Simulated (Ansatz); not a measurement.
**H₂ + CH₄N radical: a complex and its separated parts**

Aim: how far the complex at one end of a reaction step lies below its separated, relaxed parts, level by level.

Method: PBE0-D4/def2-TZVP structures, single points in def2-TZVPP, no counterpoise correction; program: Ansatz 0.2.0, Gaussian basis.

Levels: SPW92, PBE-D4, BLYP-D4, r2SCAN-D4, B97M-V, PBE0-D4, B3LYP-D4, r2SCAN0-D4, BHLYP-D4, CAM-B3LYP-D4, wB97X-V, wB97M-V, B2PLYP, PBE-QIDH, RPA on PBE, Hartree-Fock, MP2, CCSD, CCSD(T).

Correlated methods freeze the cores. Orbitals are unrestricted. B3LYP uses VWN-RPA correlation. B2PLYP carries no dispersion term here.

92 further runs of the same task are left out: 92 set aside as unsound or not needed.

## Step 1: The starting structure

The complex: 8 atoms, charge 0, spin multiplicity 2.

Atoms are counted from 1 here; the program's logs count them from 0.

Bond lengths: H1–H4 0.749 Å, N2–C3 1.429 Å, N2–H5 1.024 Å, C3–H6 1.092 Å, C3–H7 1.101 Å, C3–H8 1.101 Å. Angles: C3–N2–H5 107.2°, N2–C3–H6 110.7°, N2–C3–H7 111.5°, N2–C3–H8 111.5°, H6–C3–H7 108.6°, H6–C3–H8 108.6°, H7–C3–H8 105.7°.

Coordinates:

```xyz
8
charge 0, multiplicity 2
H    -1.70105   -0.96136    1.17277
N    -0.51135    0.42723   -0.66447
C     0.85130    0.25841   -0.26941
H    -1.82808   -1.39334    1.77134
H    -0.51337    1.01446   -1.50372
H     0.91978   -0.36235    0.62587
H     1.33482    1.22602   -0.06439
H     1.44784   -0.20906   -1.06799
```

Its parts: H₂ holds atoms 1, 4; CH₄N radical holds atoms 2, 3, 5, 6, 7, 8. Each part counts its atoms afresh in its own runs.

## Step 2: Relaxing H₂ alone

Contents of relax-a/in.yaml:

```yaml
crystal:
  periodic: [false, false, false]
  atoms:
    - {symbol: H, position_ang: [-1.701049, -0.961364, 1.172772]}
    - {symbol: H, position_ang: [-1.828081, -1.393344, 1.771339]}
basis:
  gaussian: {orbitals: def2-TZVP}
hamiltonian: {xc: pbe0, dispersion: d4}
relax: {f_tol: 0.005, max_steps: 200}
```

Run with:

```bash
ansatz run in.yaml --threads 2 --pin off --events-out ev --progress --plain --max-ram 4352MiB
```

Standard output (excerpt; [...] marks lines left out):

```text
Functional definition: PBE0
  name "PBE0"
  cite "Adamo & Barone, J. Chem. Phys. 110, 6158 (1999) doi:10.1063/1.478522"
  cite "Perdew, Burke & Ernzerhof, Phys. Rev. Lett. 77, 3865 (1996) doi:10.1103/PhysRevLett.77.3865"
  parent pbe
[...]
88 factors; their error is unknown
[...]
mean field -31.78850080 eV, -1.1682058573 hartree, gradient 1.7e-5 eV, S^2 0.000000; 0 other end points of the search recorded, 0 dependent functions left out
[...]
reference -31.78851668 eV, -1.1682064410 hartree; 1, 1 occupied and 11, 11 virtual orbitals, 88 factors
relax step   1: F+E_penalty+E_count = -31.79010835 eV  Δ(F+E_penalty+E_count) = +0.000e0 eV  max|allowed force component| = 8.293e-2 eV/Å  Δτ_max = 0.0000 Å  (15 SCF iters, accepted)
[...]
relax step   2: F+E_penalty+E_count = -31.79025923 eV  Δ(F+E_penalty+E_count) = -1.509e-4 eV  max|allowed force component| = 1.711e-3 eV/Å  Δτ_max = 0.0014 Å  (18 SCF iters, accepted)
88 factors; their error is unknown
mean field -31.78865268 eV, -1.1682114387 hartree, gradient 8.1e-6 eV, S^2 0.000000; 1 other end points of the search recorded, 0 dependent functions left out
[...]
reference -31.78866854 eV, -1.1682120217 hartree; 1, 1 occupied and 11, 11 virtual orbitals, 88 factors
Total energy: -31.79027510 eV, -1.1682710616 hartree
Atom 0 at    -1.701290    -0.962183     1.173907 Å, force    -0.000363    -0.001235     0.001711 eV/Å
Atom 1 at    -1.827840    -1.392525     1.770204 Å, force     0.000363     0.001235    -0.001711 eV/Å
Dipole moment:    -0.000000     0.000000    -0.000000 e Å
```

Wall time 0.2 s (2 threads of Arm Neoverse V1, shared host).

Along the way:

| step | energy from step 1 (eV) | largest force component (eV/Å) |
| --- | --- | --- |
| 1 | 0.0000 | 0.0829 |
| 2 | -0.0002 | 0.0017 |

The bond:

| bond | before (Å) | after (Å) | change (Å) |
| --- | --- | --- | --- |
| H1–H2 | 0.749 | 0.746 | -0.003 |

## Step 3: Relaxing CH₄N radical alone

Contents of relax-b/in.yaml:

```yaml
crystal:
  periodic: [false, false, false]
  atoms:
    - {symbol: N, position_ang: [-0.511348, 0.427231, -0.664470]}
    - {symbol: C, position_ang: [0.851305, 0.258410, -0.269410]}
    - {symbol: H, position_ang: [-0.513367, 1.014465, -1.503716]}
    - {symbol: H, position_ang: [0.919776, -0.362355, 0.625868]}
    - {symbol: H, position_ang: [1.334825, 1.226017, -0.064391]}
    - {symbol: H, position_ang: [1.447839, -0.209059, -1.067992]}
basis:
  gaussian: {orbitals: def2-TZVP}
magnetization: {spin_polarized: true, initial_magnetization: 1}
hamiltonian: {xc: pbe0, dispersion: d4}
relax: {f_tol: 0.005, max_steps: 200}
```

Run with:

```bash
ansatz run in.yaml --threads 2 --pin off --events-out ev --progress --plain --max-ram 4352MiB
```

Standard output (excerpt; [...] marks lines left out):

```text
[... 5 set-up lines as earlier in the session ...]
[...]
511 factors; their error is unknown
[...]
mean field -2588.15090936 eV, -95.1127916074 hartree, gradient 3.2e-5 eV, S^2 0.754390; 0 other end points of the search recorded, 0 dependent functions left out
[...]
Atom 2 at    -0.510484     1.014435    -1.503450 Å, force     0.000404    -0.000364     0.000506 eV/Å
Atom 3 at     0.921073    -0.362098     0.625625 Å, force    -0.001138     0.000243    -0.000467 eV/Å
Atom 4 at     1.334318     1.225931    -0.064725 Å, force    -0.000673    -0.000303     0.000131 eV/Å
Atom 5 at     1.447294    -0.208732    -1.068094 Å, force    -0.000661    -0.000041     0.000316 eV/Å
Dipole moment:     0.358449     0.139282    -0.158648 e Å
```

Run time: 4.5 s. Hardware: 2 threads of Arm Neoverse V1, shared host.

Relaxation path:

| step | energy from step 1 (eV) | largest force component (eV/Å) |
| --- | --- | --- |
| 1 | 0.0000 | 0.0478 |
| 2 | -0.0001 | 0.0214 |
| 3 | -0.0001 | 0.0030 |

Distances of close pairs at the start and the end, largest changes first:

| bond | before (Å) | after (Å) | change (Å) |
| --- | --- | --- | --- |
| N1–C2 | 1.429 | 1.430 | +0.001 |
| N1–H3 | 1.024 | 1.025 | +0.000 |
| C2–H4 | 1.092 | 1.091 | -0.000 |
| C2–H5 | 1.101 | 1.101 | +0.000 |
| C2–H6 | 1.101 | 1.101 | +0.000 |

## Step 4: SPW92/def2-TZVPP

Contents of parta/in.yaml:

```yaml
crystal:
  periodic: [false, false, false]
  atoms:
    - {symbol: H, position_ang: [-1.701290, -0.962183, 1.173907]}
    - {symbol: H, position_ang: [-1.827840, -1.392525, 1.770204]}
basis:
  gaussian: {orbitals: def2-TZVPP}
hamiltonian: {xc: lda}
```

Contents of partb/in.yaml:

```yaml
crystal:
  periodic: [false, false, false]
  atoms:
    - {symbol: N, position_ang: [-0.513418, 0.426807, -0.663996]}
    - {symbol: C, position_ang: [0.850246, 0.258365, -0.269471]}
    - {symbol: H, position_ang: [-0.510484, 1.014435, -1.503450]}
    - {symbol: H, position_ang: [0.921073, -0.362098, 0.625625]}
    - {symbol: H, position_ang: [1.334318, 1.225931, -0.064725]}
    - {symbol: H, position_ang: [1.447294, -0.208732, -1.068094]}
basis:
  gaussian: {orbitals: def2-TZVPP}
magnetization: {spin_polarized: true, initial_magnetization: 1}
hamiltonian: {xc: lda}
```

Each run has its own folder and the same command.

Run with:

```bash
ansatz run in.yaml --threads 2 --pin off --events-out ev --progress --plain --max-ram 4352MiB
```

Log of parta (excerpt; [...] marks lines left out):

```text
Functional definition: SPW92
  name "SPW92"
  cite "Dirac, Proc. Camb. Phil. Soc. 26, 376 (1930) doi:10.1017/S0305004100016108"
  cite "Slater, Phys. Rev. 81, 385 (1951) doi:10.1103/PhysRev.81.385"
  cite "Perdew & Wang, Phys. Rev. B 45, 13244 (1992) doi:10.1103/PhysRevB.45.13244"
[...]
118 factors; their error is unknown
[...]
mean field -30.93530492 eV, -1.1368514872 hartree, gradient 4.4e-5 eV, S^2 0.000000; 0 other end points of the search recorded, 0 dependent functions left out
reference -30.93532560 eV, -1.1368522471 hartree; 1, 1 occupied and 27, 27 virtual orbitals, 118 factors
Total energy: -30.93532560 eV, -1.1368522471 hartree
```

partb printed (excerpt; [...] marks lines left out):

```text
[... 5 set-up lines as earlier in the session ...]
[...]
571 factors; their error is unknown
[...]
mean field -2568.05861481 eV, -94.3744134016 hartree, gradient 6.2e-6 eV, S^2 0.752266; 0 other end points of the search recorded, 0 dependent functions left out
reference -2568.05864211 eV, -94.3744144050 hartree; 9, 8 occupied and 109, 110 virtual orbitals, 571 factors
Total energy: -2568.05864211 eV, -94.3744144050 hartree
```

Times: 0.1 s (parta), 0.65 s (partb) on 2 threads of Arm Neoverse V1, shared host.

## Step 5: PBE-D4/def2-TZVPP

Each input of step 4 (parta, partb) changes in the same lines:

```diff
-hamiltonian: {xc: lda}
+hamiltonian: {xc: pbe, dispersion: d4}
```

Each run has its own folder and the same command.

Run with:

```bash
ansatz run in.yaml --threads 2 --pin off --events-out ev --progress --plain --max-ram 4352MiB
```

Output in parta (excerpt; [...] marks lines left out):

```text
Functional definition: PBE
  name "PBE"
[... 2 set-up lines as earlier in the session ...]
[...]
118 factors; their error is unknown
[...]
mean field -31.73222410 eV, -1.1661377267 hartree, gradient 3.1e-5 eV, S^2 0.000000; 0 other end points of the search recorded, 0 dependent functions left out
reference -31.73224577 eV, -1.1661385232 hartree; 1, 1 occupied and 27, 27 virtual orbitals, 118 factors
Total energy: -31.73426500 eV, -1.1662127286 hartree
```

Output in partb (excerpt; [...] marks lines left out):

```text
[... 4 set-up lines as earlier in the session ...]
[...]
571 factors; their error is unknown
[...]
mean field -2587.88043610 eV, -95.1028518984 hartree, gradient 5.2e-5 eV, S^2 0.752994; 0 other end points of the search recorded, 0 dependent functions left out
reference -2587.88046583 eV, -95.1028529907 hartree; 9, 8 occupied and 109, 110 virtual orbitals, 571 factors
Total energy: -2587.92647343 eV, -95.1045437389 hartree
```

They took 0.1 s (parta), 1.1 s (partb) on 2 threads of Arm Neoverse V1, shared host.

## Step 6: BLYP-D4/def2-TZVPP

The same edit goes into each in.yaml of step 5 (parta, partb):

```diff
-hamiltonian: {xc: pbe, dispersion: d4}
+hamiltonian: {xc: {name: BLYP}, dispersion: d4}
```

One command serves all of them, each in its own folder.

Run with:

```bash
ansatz run in.yaml --threads 2 --pin off --events-out ev --progress --plain --max-ram 4352MiB
```

Output in parta (excerpt; [...] marks lines left out):

```text
Functional definition: BLYP
  name "BLYP"
  cite "Becke, Phys. Rev. A 38, 3098 (1988) doi:10.1103/PhysRevA.38.3098"
  cite "Lee, Yang & Parr, Phys. Rev. B 37, 785 (1988) doi:10.1103/PhysRevB.37.785"
[...]
118 factors; their error is unknown
[...]
mean field -31.82604683 eV, -1.1695856487 hartree, gradient 8.3e-5 eV, S^2 0.000000; 0 other end points of the search recorded, 0 dependent functions left out
reference -31.82623926 eV, -1.1695927201 hartree; 1, 1 occupied and 27, 27 virtual orbitals, 118 factors
Total energy: -31.83113717 eV, -1.1697727150 hartree
```

Output in partb (excerpt; [...] marks lines left out):

```text
[... 4 set-up lines as earlier in the session ...]
[...]
571 factors; their error is unknown
[...]
mean field -2590.24367886 eV, -95.1896994677 hartree, gradient 4.8e-5 eV, S^2 0.752866; 0 other end points of the search recorded, 0 dependent functions left out
reference -2590.24394782 eV, -95.1897093519 hartree; 9, 8 occupied and 109, 110 virtual orbitals, 571 factors
Total energy: -2590.35325539 eV, -95.1937263310 hartree
```

Times: 0.1 s (parta), 1.1 s (partb) on 2 threads of Arm Neoverse V1, shared host.

## Step 7: r2SCAN-D4/def2-TZVPP

Each input of step 6 (parta, partb) changes in the same lines:

```diff
-hamiltonian: {xc: {name: BLYP}, dispersion: d4}
+hamiltonian: {xc: r2scan, dispersion: d4}
```

Each run has its own folder and the same command.

Run with:

```bash
ansatz run in.yaml --threads 2 --pin off --events-out ev --progress --plain --max-ram 4352MiB
```

Output in parta (excerpt; [...] marks lines left out):

```text
Functional definition: r2SCAN
  name "r2SCAN"
  cite "Furness, Kaplan, Ning, Perdew & Sun, J. Phys. Chem. Lett. 11, 8208 (2020) doi:10.1021/acs.jpclett.0c02405"
  cite "Furness, Kaplan, Ning, Perdew & Sun, J. Phys. Chem. Lett. 11, 9248 (2020) doi:10.1021/acs.jpclett.0c03077"
  parent r2scan
[...]
118 factors; their error is unknown
[...]
mean field -31.87204812 eV, -1.1712761646 hartree, gradient 4.1e-5 eV, S^2 0.000000; 0 other end points of the search recorded, 0 dependent functions left out
reference -31.87205473 eV, -1.1712764078 hartree; 1, 1 occupied and 27, 27 virtual orbitals, 118 factors
Total energy: -31.87255612 eV, -1.1712948334 hartree
```

Log of partb (excerpt; [...] marks lines left out):

```text
[... 5 set-up lines as earlier in the session ...]
[...]
571 factors; their error is unknown
[...]
mean field -2589.80825370 eV, -95.1736978886 hartree, gradient 8.4e-5 eV, S^2 0.755879; 0 other end points of the search recorded, 0 dependent functions left out
reference -2589.80826347 eV, -95.1736982474 hartree; 9, 8 occupied and 109, 110 virtual orbitals, 571 factors
Total energy: -2589.81909540 eV, -95.1740963136 hartree
```

Times: 0.35 s (parta), 2.2 s (partb) on 2 threads of Arm Neoverse V1, shared host.

## Step 8: B97M-V/def2-TZVPP

Each input of step 7 (parta, partb) changes in the same lines:

```diff
-hamiltonian: {xc: r2scan, dispersion: d4}
+hamiltonian: {xc: {name: B97M-V}}
```

One command serves all of them, each in its own folder.

Run with:

```bash
ansatz run in.yaml --threads 2 --pin off --events-out ev --progress --plain --max-ram 4352MiB
```

Log of parta (excerpt; [...] marks lines left out):

```text
Functional definition: B97M-V
  name "B97M-V"
  cite "Mardirossian & Head-Gordon, J. Chem. Phys. 142, 074111 (2015) doi:10.1063/1.4907719"
  cite "Becke, J. Chem. Phys. 107, 8554 (1997) doi:10.1063/1.475007"
  cite "Vydrov & Van Voorhis, J. Chem. Phys. 133, 244103 (2010) doi:10.1063/1.3521275"
  # Of w^i u^j: cxij and so on, Table III.
[...]
  gx(w, u) = cx00 + cx01*u + cx02*u^2 + (cx10 + cx11*u)*w
  gss(w, u) = css00 + css02*u^2 + css10*w + (css32*w^3 + css42*w^4)*u^2
  gos(w, u) = cos00 + cos01*u + cos03*u^3 + cos10*w + cos32*w^3*u^2
[...]
      + integral(e_c_pw_mod_opposite_spin*gos(b97_w_opposite, b97_u_opposite)) + vv10(b, c)
118 factors; their error is unknown
[...]
mean field -31.90528522 eV, -1.1724976058 hartree, gradient 8.2e-6 eV, S^2 0.000000; 0 other end points of the search recorded, 0 dependent functions left out
reference -31.90531491 eV, -1.1724986966 hartree; 1, 1 occupied and 27, 27 virtual orbitals, 118 factors
Total energy: -31.90531491 eV, -1.1724986966 hartree
```

Log of partb (excerpt; [...] marks lines left out):

```text
[... 5 set-up lines as earlier in the session ...]
  # Of w^i u^j: cxij and so on, Table III.
[...]
  gx(w, u) = cx00 + cx01*u + cx02*u^2 + (cx10 + cx11*u)*w
[...]
  gos(w, u) = cos00 + cos01*u + cos03*u^3 + cos10*w + cos32*w^3*u^2
[...]
      + integral(e_c_pw_mod_opposite_spin*gos(b97_w_opposite, b97_u_opposite)) + vv10(b, c)
571 factors; their error is unknown
[...]
mean field -2591.03044732 eV, -95.2186126755 hartree, gradient 6.0e-5 eV, S^2 0.755052; 0 other end points of the search recorded, 0 dependent functions left out
reference -2591.03048973 eV, -95.2186142340 hartree; 9, 8 occupied and 109, 110 virtual orbitals, 571 factors
Total energy: -2591.03048973 eV, -95.2186142340 hartree
```

They took 0.25 s (parta), 4.4 s (partb) on 2 threads of Arm Neoverse V1, shared host.

## Step 9: PBE0-D4/def2-TZVPP

The same edit goes into each in.yaml of step 8 (parta, partb):

```diff
-hamiltonian: {xc: {name: B97M-V}}
+hamiltonian: {xc: pbe0, dispersion: d4}
+output: {orbitals: {seedname: orbitals}}
```

Each run has its own folder and the same command.

Run with:

```bash
ansatz run in.yaml --threads 2 --pin off --events-out ev --progress --plain --max-ram 4352MiB
```

Output in parta (excerpt; [...] marks lines left out):

```text
[... 5 set-up lines as earlier in the session ...]
[...]
118 factors; their error is unknown
[...]
mean field -31.79610716 eV, -1.1684853860 hartree, gradient 5.5e-5 eV, S^2 0.000000; 0 other end points of the search recorded, 0 dependent functions left out
reference -31.79612315 eV, -1.1684859737 hartree; 1, 1 occupied and 27, 27 virtual orbitals, 118 factors
Total energy: -31.79772971 eV, -1.1685450137 hartree
```

partb printed (excerpt; [...] marks lines left out):

```text
[... 5 set-up lines as earlier in the session ...]
[...]
571 factors; their error is unknown
[...]
mean field -2588.20168651 eV, -95.1146576333 hartree, gradient 8.4e-5 eV, S^2 0.754410; 0 other end points of the search recorded, 0 dependent functions left out
reference -2588.20170819 eV, -95.1146584297 hartree; 9, 8 occupied and 109, 110 virtual orbitals, 571 factors
Total energy: -2588.23893447 eV, -95.1160264705 hartree
```

They took 0.1 s (parta), 1.2 s (partb) on 2 threads of Arm Neoverse V1, shared host.

## Step 10: B3LYP-D4/def2-TZVPP

The same edit goes into each in.yaml of step 9 (parta, partb):

```diff
-hamiltonian: {xc: pbe0, dispersion: d4}
-output: {orbitals: {seedname: orbitals}}
+hamiltonian: {xc: {name: B3LYP}, dispersion: d4}
```

One command serves all of them, each in its own folder.

Run with:

```bash
ansatz run in.yaml --threads 2 --pin off --events-out ev --progress --plain --max-ram 4352MiB
```

Log of parta (excerpt; [...] marks lines left out):

```text
Functional definition: B3LYP
  name "B3LYP"
  cite "Stephens, Devlin, Chabalowski & Frisch, J. Phys. Chem. 98, 11623 (1994) doi:10.1021/j100096a001"
[... 2 set-up lines as earlier in the session ...]
  cite "Vosko, Wilk & Nusair, Can. J. Phys. 58, 1200 (1980) doi:10.1139/p80-159"
[...]
118 factors; their error is unknown
[...]
mean field -32.10922612 eV, -1.1799922955 hartree, gradient 4.5e-5 eV, S^2 0.000000; 0 other end points of the search recorded, 0 dependent functions left out
reference -32.10936822 eV, -1.1799975177 hartree; 1, 1 occupied and 27, 27 virtual orbitals, 118 factors
Total energy: -32.11251932 eV, -1.1801133183 hartree
```

partb printed (excerpt; [...] marks lines left out):

```text
[... 6 set-up lines as earlier in the session ...]
[...]
571 factors; their error is unknown
[...]
mean field -2591.51089786 eV, -95.2362689071 hartree, gradient 7.4e-5 eV, S^2 0.753807; 0 other end points of the search recorded, 0 dependent functions left out
reference -2591.51109361 eV, -95.2362761008 hartree; 9, 8 occupied and 109, 110 virtual orbitals, 571 factors
Total energy: -2591.58476243 eV, -95.2389833801 hartree
```

Wall times: 0.1 s (parta), 1.2 s (partb) on 2 threads of Arm Neoverse V1, shared host.

## Step 11: r2SCAN0-D4/def2-TZVPP

The same edit goes into each in.yaml of step 10 (parta, partb):

```diff
-hamiltonian: {xc: {name: B3LYP}, dispersion: d4}
+hamiltonian: {xc: {name: r2SCAN0}, dispersion: d4}
```

Each run has its own folder and the same command.

Run with:

```bash
ansatz run in.yaml --threads 2 --pin off --events-out ev --progress --plain --max-ram 4352MiB
```

parta printed (excerpt; [...] marks lines left out):

```text
Functional definition: r2SCAN0
  name "r2SCAN0"
  cite "Bursch, Neugebauer, Ehlert & Grimme, J. Chem. Phys. 156, 134105 (2022) doi:10.1063/5.0086040"
[... 3 set-up lines as earlier in the session ...]
[...]
118 factors; their error is unknown
[...]
mean field -31.85186543 eV, -1.1705344647 hartree, gradient 1.4e-5 eV, S^2 0.000000; 0 other end points of the search recorded, 0 dependent functions left out
reference -31.85187056 eV, -1.1705346531 hartree; 1, 1 occupied and 27, 27 virtual orbitals, 118 factors
Total energy: -31.85241194 eV, -1.1705545483 hartree
```

partb printed (excerpt; [...] marks lines left out):

```text
[... 6 set-up lines as earlier in the session ...]
[...]
571 factors; their error is unknown
[...]
mean field -2589.54998802 eV, -95.1642067996 hartree, gradient 4.7e-5 eV, S^2 0.756746; 0 other end points of the search recorded, 0 dependent functions left out
reference -2589.54999571 eV, -95.1642070824 hartree; 9, 8 occupied and 109, 110 virtual orbitals, 571 factors
Total energy: -2589.56217889 eV, -95.1646548057 hartree
```

Wall times: 0.35 s (parta), 2.3 s (partb) on 2 threads of Arm Neoverse V1, shared host.

## Step 12: BHLYP-D4/def2-TZVPP

Each input of step 11 (parta, partb) changes in the same lines:

```diff
-hamiltonian: {xc: {name: r2SCAN0}, dispersion: d4}
+hamiltonian: {xc: {name: BHLYP}, dispersion: d4}
```

The same command starts each run, in its folder.

Run with:

```bash
ansatz run in.yaml --threads 2 --pin off --events-out ev --progress --plain --max-ram 4352MiB
```

Log of parta (excerpt; [...] marks lines left out):

```text
Functional definition: BHLYP
  name "BHLYP"
  cite "Becke, J. Chem. Phys. 98, 1372 (1993) doi:10.1063/1.464304"
[... 2 set-up lines as earlier in the session ...]
[...]
118 factors; their error is unknown
[...]
mean field -31.83804975 eV, -1.1700267478 hartree, gradient 5.6e-5 eV, S^2 0.000000; 0 other end points of the search recorded, 0 dependent functions left out
reference -31.83814531 eV, -1.1700302596 hartree; 1, 1 occupied and 27, 27 virtual orbitals, 118 factors
Total energy: -31.83988891 eV, -1.1700943356 hartree
```

partb printed (excerpt; [...] marks lines left out):

```text
[... 5 set-up lines as earlier in the session ...]
[...]
626 factors; their error is unknown
[...]
mean field -2589.82378024 eV, -95.1742684781 hartree, gradient 4.7e-5 eV, S^2 0.755604; 0 other end points of the search recorded, 0 dependent functions left out
reference -2589.82391106 eV, -95.1742732856 hartree; 9, 8 occupied and 109, 110 virtual orbitals, 626 factors
Total energy: -2589.87023526 eV, -95.1759756686 hartree
```

Times: 0.1 s (parta), 1.4 s (partb) on 2 threads of Arm Neoverse V1, shared host.

[end of part 1 of 2]
